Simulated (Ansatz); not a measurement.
Crystal: InSb3.

```
Sb In
1.0
     4.80637    0.00000    0.00000
     0.00000    4.80637    0.00000
     0.00000    0.00000    4.80637
Sb In
3 1
Cartesian
  2.4032 2.4032 0.0000
  0.0000 2.4032 2.4032
  2.4032 0.0000 2.4032
  0.0000 0.0000 0.0000
```

The cell comes from a database or a generator and needn't be the stable form of this composition.

```yaml
Program: Ansatz 0.2.0
Task: relaxation of cell and atoms
Functional: PBEsol
Dispersion: D3(BJ)
Potentials_or_basis: Ansatz PAW
Cutoff: "420 eV (not typed: the program's choice for these potentials)"
k_mesh: 6 × 6 × 6
Occupations: fermi-dirac, width 0.05 eV
Spin: no spin polarisation
```

At the start: volume 27.76 Å³/atom.

**Question.** Where does the relaxation end?

**Answer.** It ends after 5 steps and the volume is 25.12 Å³/atom (-9.5 %); space group Pm-3m (No. 221, to 0.05 Å).

The path:
```tsv
step	energy change (eV)	largest force (eV/Å)	volume (Å³)
1	0.0000	0.0000	111.03
2	-0.1596	0.0000	96.21
3	-0.1977	0.0000	101.25
4	-0.1993	0.0000	100.48
5	-0.1965	0.0000	100.48
```

Final structure:
```
CELL_PARAMETERS angstrom
4.64894 0.00000 0.00000
0.00000 4.64894 0.00000
0.00000 0.00000 4.64894
ATOMIC_POSITIONS crystal
Sb 0.50000 0.50000 0.00000
Sb 0.00000 0.50000 0.50000
Sb 0.50000 0.00000 0.50000
In 0.00000 0.00000 0.00000
```

Caveat: the plane-wave basis is chosen anew once the cell has moved, so the energies of steps on either side of that aren't comparable; pairwise dispersion overbinds metals, which lowers pressure and volume; the PAW data sets come from PBE, with cores solved anew for the run's functional, which leaves a small shift of forces and pressure.
